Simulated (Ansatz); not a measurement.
# ClH₅NSi₂ radical: up Jacob's ladder to CCSD(T)

The task here is to estimate one member of a computed series from the others.

The runs use Ansatz 0.2.0, Gaussian basis; functionals in def2-TZVPP, the program's frozen cores in correlated methods.

Plan: LDA (SPW92), PBE-D4, revPBE-D4, BLYP-D4, r2SCAN-D4, B97M-V, PBE0-D4, B3LYP-D4, r2SCANh-D4, r2SCAN0-D4, HSE06-D4, BHLYP-D4, CAM-B3LYP-D4, LC-ωPBE, ωB97X-V, ωB97M-V, B2PLYP, PBE-QIDH; CCSD(T)/def2-SVP; CCSD(T)/def2-TZVPP; MP2/def2-QZVPP; extrapolation to the limit; RPA on PBE.

## The relaxed structure

All runs share one geometry, relaxed beforehand with PBE0-D4 in a triple-zeta def2 set.

SMILES `[SiH2]N[SiH2]Cl`, 9 atoms, charge 0, spin multiplicity 2.

Atoms are counted from 1 here; the program's logs count them from 0.

Bond lengths: Si1–N2 1.736 Å, Si1–H5 1.493 Å, Si1–H6 1.490 Å, N2–Si3 1.714 Å, N2–H7 1.012 Å, Si3–Cl4 2.062 Å, Si3–H8 1.477 Å, Si3–H9 1.479 Å. Angles: N2–Si1–H5 109.1°, N2–Si1–H6 106.5°, H5–Si1–H6 111.1°, Si1–N2–Si3 127.7°, Si1–N2–H7 115.3°, Si3–N2–H7 115.5°, N2–Si3–Cl4 113.0°, N2–Si3–H8 108.3°, N2–Si3–H9 109.4°, Cl4–Si3–H8 106.9°, Cl4–Si3–H9 106.1°, H8–Si3–H9 113.2°.

The first run:

Input file in.yaml:

```yaml
crystal:
  periodic: [false, false, false]
  atoms:
    - {symbol: Si, position_ang: [0.494966, 1.589205, 0.724666]}
    - {symbol: N, position_ang: [0.423949, 0.307347, -0.444352]}
    - {symbol: Si, position_ang: [-0.338076, -1.219256, -0.282388]}
    - {symbol: Cl, position_ang: [0.861361, -2.626896, 0.629747]}
    - {symbol: H, position_ang: [0.451790, 2.902099, 0.014506]}
    - {symbol: H, position_ang: [-0.690411, 1.420780, 1.611051]}
    - {symbol: H, position_ang: [1.069603, 0.391280, -1.218774]}
    - {symbol: H, position_ang: [-1.531096, -1.054134, 0.572544]}
    - {symbol: H, position_ang: [-0.653586, -1.756525, -1.624101]}
basis:
  gaussian: {orbitals: def2-TZVPP}
magnetization: {spin_polarized: true, initial_magnetization: 1}
hamiltonian: {xc: lda}
output: {orbitals: {seedname: orbitals}}
```

Among the steps run: LDA; PBE-D4 (GGA); revPBE-D4 (GGA); BLYP-D4 (GGA); r2SCAN-D4 (meta-GGA); B97M-V (meta-GGA); PBE0-D4 (hybrid); B3LYP-D4 (hybrid); r2SCANh-D4 (hybrid); r2SCAN0-D4 (hybrid); HSE06-D4 (hybrid); BHLYP-D4 (hybrid); CAM-B3LYP-D4 (range-separated); LC-ωPBE-D4 (range-separated; the results give it without D4); ωB97X-V (range-separated); ωB97M-V (range-separated); B2PLYP (double hybrid); PBE-QIDH (double hybrid).

One of the session's tables, all rows but one given; the rest of the session is left out.

It belongs to the step «Orbital energies across the functionals». 

```
  functional  HOMO (eV)  LUMO (eV)  gap (eV)
 LDA (SPW92)      -4.66      -3.51      1.15
      PBE-D4      -4.70      -3.09      1.61
   revPBE-D4      -4.68      -2.95      1.73
     BLYP-D4      -4.49      -3.12      1.37
   r2SCAN-D4      -5.04      -2.62      2.42
      B97M-V      -4.80      -3.30      1.49
     PBE0-D4      -5.83      -2.17      3.67
    B3LYP-D4      -5.55      -2.57      2.98
  r2SCANh-D4      -5.45      -2.32      3.14
  r2SCAN0-D4          ?          ?         ?
    HSE06-D4      -5.43      -2.55      2.88
    BHLYP-D4      -6.78      -1.38      5.40
CAM-B3LYP-D4      -7.04      -1.29      5.75
     LC-ωPBE      -8.48       0.13      8.61
     ωB97X-V      -7.97      -0.43      7.55
     ωB97M-V      -7.61      -0.58      7.03
```

**Question.** Estimate the row for r2SCAN0-D4.

Worked estimate for «HOMO (eV)». Against the share of exact exchange, r2SCAN-D4 (0, -5.04), r2SCANh-D4 (0.1, -5.45) give a slope of -4.10 per unit share; at 0.25 the line stands at -6.06.

As computed: HOMO (eV): -6.08; LUMO (eV): -1.87; gap (eV): 4.20. In «HOMO (eV)» the line misses by +0.02.
